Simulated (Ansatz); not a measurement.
# C2H5BFN: harmonic frequencies at the relaxed geometry from a Python script

At which frequencies does C2H5BFN vibrate? A script is to give harmonic frequencies at the relaxed geometry; the system is C2H5BFN. SMILES: C=NCBF.

Computed with Ansatz 0.2.0 through its Python package. Level of theory: B3LYP/cc-pVDZ.

## (1) The system

Bond lengths: C1–N2 1.280 Å, N2–C3 1.429 Å, C3–B4 1.574 Å, B4–F5 1.438 Å, C1–H6 1.158 Å, C1–H7 1.050 Å, C3–H8 1.183 Å, C3–H9 1.114 Å, B4–H10 1.194 Å. Angles: C1–N2–C3 119.8°, N2–C1–H6 115.5°, N2–C1–H7 126.0°, H6–C1–H7 118.5°, N2–C3–B4 112.0°, N2–C3–H8 108.5°, N2–C3–H9 109.8°, B4–C3–H8 104.5°, B4–C3–H9 114.1°, H8–C3–H9 107.5°, C3–B4–F5 122.4°, C3–B4–H10 117.2°, F5–B4–H10 119.5°.

Input file c2h5bfn.xyz:

```xyz
10

C    -0.41820    1.23560    1.39760
N    -0.40560    0.78170    0.20080
C     0.20780   -0.47960   -0.07440
B     0.22700   -0.80250   -1.61470
F     0.73210   -2.04370   -2.13540
H    -0.95810    2.25010    1.54100
H    -0.00960    0.76210    2.24130
H     1.34890   -0.41560    0.22960
H    -0.26240   -1.27260    0.55110
H    -0.37890   -0.06670   -2.33380
```

## (2) The code

Contents of freq_c2h5bfn.py:

```python
"""Harmonic frequencies of C2H5BFN at its relaxed geometry."""

import itertools
import warnings

import ansatz
from ase.data import atomic_numbers, covalent_radii
import numpy as np


def main() -> None:
    warnings.simplefilter("ignore", ansatz.DeckWarning)

    mol = ansatz.Crystal.molecule_from_extxyz("c2h5bfn.xyz")

    calculation = (
        mol.calculation()
        .basis(gaussian="cc-pVDZ")
        .functional("b3lyp")
    )
    symbols = [site.symbol for site in mol.cartesian_sites]
    start = np.array([site.position_ang for site in mol.cartesian_sites], dtype=float)
    r = calculation.relax(force_tolerance=0.003, max_steps=100).run(threads=1, backend="cpu").report
    end = np.array(r["positions_ang"])

    # pairs closer than 1.2 times the sum of covalent radii, before or after
    radius = [covalent_radii[atomic_numbers[s]] for s in symbols]
    span = lambda where, i, j: np.linalg.norm(where[i] - where[j])
    bonded = [(i, j) for i, j in itertools.combinations(range(len(symbols)), 2) if min(span(start, i, j), span(end, i, j)) < 1.2 * (radius[i] + radius[j])]
    print("pair        before    after (A)")
    for i, j in bonded:
        print(f"{symbols[i]}{i}-{symbols[j]}{j}".ljust(10), f"{span(start, i, j):8.4f} {span(end, i, j):8.4f}")

    # frequencies need a stationary point, so they are taken at the relaxed geometry
    minimum = ansatz.Crystal.molecule()
    for symbol, place in zip(symbols, end):
        minimum = minimum.atom(symbol, place.tolist())
    vibrating = (
        minimum.calculation()
        .basis(gaussian="cc-pVDZ")
        .functional("b3lyp")
        .phonons(temperatures=(200, 600, 100))
    )
    vib = vibrating.run(threads=1, backend="cpu").report["vibrations"]
    sums = vib["harmonic_sums"]
    modes = [m["omega_inv_cm"] for m in sums["modes_at_gamma"] if m["rigid_motion"] == "no"]
    print("frequencies (1/cm):", " ".join(f"{w:.0f}" for w in modes))
    print("imaginary modes:", sum(w < 0 for w in modes), " zero-point energy:", round(sums["zero_point_energy_ev"], 4), "eV")
    print("T (K)   F_vib (eV)   S_vib (meV/K)   C_vib (meV/K)")
    for row in zip(sums["temperatures_k"], sums["vibrational_free_energy_ev"], vib["entropy_ev_per_k"], vib["heat_capacity_ev_per_k"]):
        print(f"{row[0]:6.1f} {row[1]:11.4f} {1000 * row[2]:13.4f} {1000 * row[3]:15.4f}")

    # all hydrogen replaced by deuterium
    heavier = vibrating.phonons(masses={"H": 2.014102}).run(threads=1, backend="cpu").report["vibrations"]["harmonic_sums"]
    print("deuterated (1/cm):", " ".join(f"{m['omega_inv_cm']:.0f}" for m in heavier["modes_at_gamma"] if m["rigid_motion"] == "no"))
    print("zero-point energy falls by", round(sums["zero_point_energy_ev"] - heavier["zero_point_energy_ev"], 4), "eV")


if __name__ == "__main__":
    main()
```

## (3) The run

Run with:

```bash
> python freq_c2h5bfn.py
```

**Question.** What results will this script give? Wanted: highest frequency; imaginary modes; zero-point energy.

The runs gave:

| quantity | value |
| --- | --- |
| runs compared | 3 |
| highest frequency | 3133 cm⁻¹ |
| imaginary modes | 0 |
| zero-point energy | 1.982 eV |

**Reading.** Run 1: The relaxation took 21 moves; the largest shift is 0.971 Å, of atom 7 (H). So large a move can change the bonding: the results belong to the relaxed structure. All frequencies are real, so the geometry is a minimum. The values are harmonic; measured fundamentals also hold anharmonic shifts, mostly downward for stretches. The frequencies are harmonic and unscaled, in a modest basis. b3lyp holds the VWN-RPA fit, as in Gaussian; the form of ORCA and Turbomole is b3lyp5.
